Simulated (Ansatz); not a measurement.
# TaRe: tests of the settings

The task, for TaRe: sweep the k-point mesh on the displaced cell.

Program: Ansatz 0.2.0. Level of theory: DFT PBEsol, scalar-relativistic, plane waves, PAW. These are calculated values, not measurements.

## Step 1: The system as given

It takes space group Cmmm (No. 65, orthorhombic). Conventional cell: a = 3.193 Å, b = 4.579 Å, c = 4.444 Å, α = 90.00°, β = 90.00°, γ = 90.00°. Around Ta (site symmetry mmm) lie 4 Re at 2.74 Å and 4 Ta at 2.79 Å. Around Re (site symmetry mmm) lie 4 Ta at 2.74 Å and 4 Re at 2.79 Å.

Coordinates:

```cif
data_structure
_symmetry_space_group_name_H-M 'Cmmm'
_symmetry_Int_Tables_number 65
_cell_length_a 3.1927
_cell_length_b 4.5786
_cell_length_c 4.4441
_cell_angle_alpha 90.000
_cell_angle_beta 90.000
_cell_angle_gamma 90.000
_cell_volume 64.96
loop_
_atom_site_label
_atom_site_type_symbol
_atom_site_symmetry_multiplicity
_atom_site_Wyckoff_symbol
_atom_site_fract_x
_atom_site_fract_y
_atom_site_fract_z
_atom_site_occupancy
Ta1 Ta 2 c 0.50000 0.00000 0.50000 1
Re1 Re 2 a 0.00000 0.00000 0.00000 1
```

Source of the structure: the Materials Project (structure only). It is taken as it stands there.

## Step 2: The base run, which the others are set against

input.yaml reads:

```yaml
crystal:
  lattice:
    - [1.59633279, -2.2893158474, 0.0]
    - [1.59633279, 2.2893158474, 0.0]
    - [0.0, 0.0, 4.4440933868]
  atoms:
    - { symbol: Ta, position: [0.5, 0.5, 0.5] }
    - { symbol: Re, position: [0.0, 0.0, 0.0] }
basis:
  ecutwfc: 420
kpoints:
  mp_grid: { grid: [16, 16, 10] }
hamiltonian:
  xc: pbesol
scf:
  occupations: { method: gaussian, width: 0.1 }
output:
  forces: true
  stress: true
  eigenvalues: true
  populations: true
```

Its results, from an earlier run: -10272.0593 eV/atom at zero smearing, pressure -5.82 GPa, largest force 0.000 eV/Å, no gap on the mesh, in 6 SCF cycles and 3.8 s.

The runs on the displaced cell use a copy made earlier, with the atoms moved and the axes strained (about 1 %) at random, so that forces and shear stress do not vanish.

## Step 3: K-point mesh on the displaced cell set to 1×1×1

input.yaml reads:

```yaml
crystal:
  lattice:
    - [1.6177162578, -2.2604587331, 0.0121056416]
    - [1.6027355947, 2.2500127636, 0.0019260779]
    - [0.0195317268, -0.0098804479, 4.5114985738]
  atoms:
    - { symbol: Ta, position: [0.5232442549, 0.5026921143, 0.5361226696] }
    - { symbol: Re, position: [0.0488019717, -0.0087739042, -0.0223425633] }
basis:
  ecutwfc: 420
kpoints:
  mp_grid: { grid: [1, 1, 1] }
hamiltonian:
  xc: pbesol
scf:
  occupations: { method: gaussian, width: 0.1 }
output:
  forces: true
  stress: true
  eigenvalues: true
```

Further runs follow: K-point mesh on the displaced cell: 4×4×2; K-point mesh on the displaced cell: 6×6×4; K-point mesh on the displaced cell: 8×8×4.

Q: Predict the outcome of the series: the values and the trend.

The runs gave:

| quantity | value |
| --- | --- |
| k-point mesh on the displaced cell: within 10 and 1 meV/atom of 12×12×6 from | 8×8×4 for 10; none of the others for 1 |

What this shows: The last step in the k-point mesh on the displaced cell still changes the energy by 4.72 meV/atom: the series is not settled to 1 meV/atom. The gaps on the coarsest meshes are artefacts of sampling: the crystal is a metal on the dense ones. The energy moves one way along this series, and a metal needs dense meshes to resolve its Fermi surface. Forces come within 0.01 eV/Å only at the reference itself. Spin-orbit coupling is left out, which matters for the bands of Re, Ta.
